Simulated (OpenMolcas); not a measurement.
# Pt⁵⁺ among point charges: CASSCF and CASPT2 levels and susceptibility

Aim: the splitting of the states of Pt⁵⁺ in the field of 4 point charges, its lowest levels with spin-orbit coupling and its magnetic susceptibility.

The numbers are computed with OpenMolcas 26.06 (state-averaged CASSCF and CASPT2, spin-orbit coupling by RASSI with atomic mean-field integrals), except any that are marked as measured or tabulated.

## 1. Starting point

* Species: Pt⁵⁺ (platinum, Z = 78, 73 electrons)
* Basis: ANO-RCC-VDZP [7s6p4d2f], 59 functions
* Scalar Hamiltonian: DKH2, point nucleus
* Inactive shells: 1s 2s 2p 3s 3p 3d 4s 4p 4d 4f 5s 5p
* Active space: 5 electrons in 5 orbitals (5d)
* Some configurations of this space: 5d⁵
* Orbitals: optimised for each spin and parity, averaged over all roots

Outer shells as boxes (Hund's rule):

5d5
```
5d [↑ ][↑ ][↑ ][↑ ][↑ ]
```

The ion sits among 4 point charges of -2 e arranged as a tetrahedron (Td), 1.91 Å from the ion.

The work runs as a chain of OpenMolcas steps in one folder; each step below is one input file. Labels, J, g values, rates, χT and fits are worked out afterwards by a script from the matrices that RASSI stores.

## 2. Basis and integrals

a.inp reads:

```
&GATEWAY
Coord
1

Pt 0.0 0.0 0.0
Basis=ANO-RCC-VDZP
Group=NoSym
NoMove
AngMom=0.0 0.0 0.0
AMFI
XField
4 Angstrom 0
1.102739 1.102739 1.102739 -2.000000
1.102739 -1.102739 -1.102739 -2.000000
-1.102739 1.102739 -1.102739 -2.000000
-1.102739 -1.102739 1.102739 -2.000000
&SEWARD
```

Command:

```
$ OMP_NUM_THREADS=1 MOLCAS_MEM=1689 MOLCAS_PROJECT=a pymolcas a.inp > a.log
```

## 3. Reference wave functions, sextets, 1 root

a.inp reads:

```
&RASSCF
FileOrb=start.orb
Symmetry=1
Spin=6
nActEl=5 0 0
Inactive=34
Ras2=5
CIRoot=1 1 1
SDav=1
CIMx=300
Iter=120 100
PrWF=0.3
OrbListing=Nothing
MaxOrb=0
>>> COPY $Project.JobIph JOB001
```

start.orb holds the contracted functions of the basis, ordered by shell, or the orbitals of the step before.

## 4. Reference wave functions, quartets, 24 roots

a.inp reads:

```
&RASSCF
FileOrb=start.orb
Symmetry=1
Spin=4
nActEl=5 0 0
Inactive=34
Ras2=5
CIRoot=24 24 1
SDav=24
CIMx=300
Iter=120 100
PrWF=0.3
OrbListing=Nothing
MaxOrb=0
>>> COPY $Project.JobIph JOB002
```

## 5. Reference wave functions, doublets, 75 roots

a.inp reads:

```
&RASSCF
FileOrb=start.orb
Symmetry=1
Spin=2
nActEl=5 0 0
Inactive=34
Ras2=5
CIRoot=75 75 1
SDav=75
CIMx=300
Iter=120 100
PrWF=0.3
OrbListing=Nothing
MaxOrb=0
>>> COPY $Project.JobIph JOB003
```

## 6. State interaction with spin-orbit coupling

a.inp reads:

```
&RASSI
NrOfJobIphs=3 1 24 75
1
1 2 3 4 5 6 7 8 9 10 11 12 13 14 15 16 17 18 19 20 21 22 23 24
1 2 3 4 5 6 7 8 9 10 11 12 13 14 15 16 17 18 19 20 21 22 23 24 25 26 27
28 29 30 31 32 33 34 35 36 37 38 39 40 41 42 43 44 45 46 47 48 49 50 51
52 53 54 55 56 57 58 59 60 61 62 63 64 65 66 67 68 69 70 71 72 73 74 75
IphNames
JOB001
JOB002
JOB003
EJob
SpinOrbit
DIPRint=1.0
SOCoupling=1000.0
Subsets=2
Property=9
'ANGMOM' 1 'ANGMOM' 2 'ANGMOM' 3 'MLTPL  1' 1 'MLTPL  1' 2 'MLTPL  1' 3
'AMFI' 1 'AMFI' 2 'AMFI' 3
SOProperty=3
'ANGMOM' 1 'ANGMOM' 2 'ANGMOM' 3
```

## 7. CASPT2: IPEA 0.25, imaginary shift 0.1 (closed shells correlated: 4f 5s 5p)

a.inp reads:

```
>>> COPY JOB001 $Project.JobIph
&CASPT2
Multistate=1 1
Frozen=23
IPEA=0.25
Imaginary=0.1
MaxIter=60
WThr=0.0 0.3 0.05
PrWF=0.5
NoMix
>>> COPY JOB002 $Project.JobIph
&CASPT2
Multistate=24 1 2 3 4 5 6 7 8 9 10 11 12 13 14 15 16 17 18 19 20 21 22
23 24
NoMult
Frozen=23
IPEA=0.25
Imaginary=0.1
MaxIter=60
WThr=0.0 0.3 0.05
PrWF=0.5
NoMix
>>> COPY JOB003 $Project.JobIph
&CASPT2
Multistate=75 1 2 3 4 5 6 7 8 9 10 11 12 13 14 15 16 17 18 19 20 21 22
23 24 25 26 27 28 29 30 31 32 33 34 35 36 37 38 39 40 41 42 43 44 45 46
47 48 49 50 51 52 53 54 55 56 57 58 59 60 61 62 63 64 65 66 67 68 69 70
71 72 73 74 75
NoMult
Frozen=23
IPEA=0.25
Imaginary=0.1
MaxIter=60
WThr=0.0 0.3 0.05
PrWF=0.5
NoMix
```

(Steps that only read results are left out.)

Before running it: what results should come out? Wanted: spin-free ground state; lowest level; next level.

As calculated:

| quantity | value |
| --- | --- |
| method | SS-CASPT2, IPEA 0.25, imaginary shift 0.1 (closed shells correlated: 4f 5s 5p) |
| spin-free ground state | 6A1, 1-fold in its orbital part |
| lowest level | 4-fold Γ8 |
| next level | 76.6 cm⁻¹ |
| χT at 300 K | 3.95 cm³ K/mol |
| effective moment at 300 K | 5.62 μB |

Cost by method:

```
                                                 method  time of its own steps  time with the reference
                                              A. CASSCF                   30 s                     30 s
B. SS-CASPT2, IPEA 0.25, imaginary shift 0.1, +4f 5s 5p                   22 s                     52 s
```

Times are of one thread on a shared host.

In words: The spin-free ground state (6A1) comes to 100 % from free-ion S terms and keeps the highest spin of the shell. χT at 300 K is 3.95, against 4.39 cm³ K/mol for the spin alone, so spin-orbit coupling lowers it. An active space of the d shell alone favours high spin; real ions in strong fields can be low spin. A ligand-field fit to the states below 45000 cm-1 gives 10Dq = -2847 cm-1, B = 801 cm-1 and C = 3863 cm-1 (C/B = 4.82), with a deviation of 631 cm-1. CASPT2 does not keep the components of a term degenerate, and the means are used. The field of point charges can differ much from that of real complexes. Point charges carry no covalency, so the field is a model and not that of real ligands.
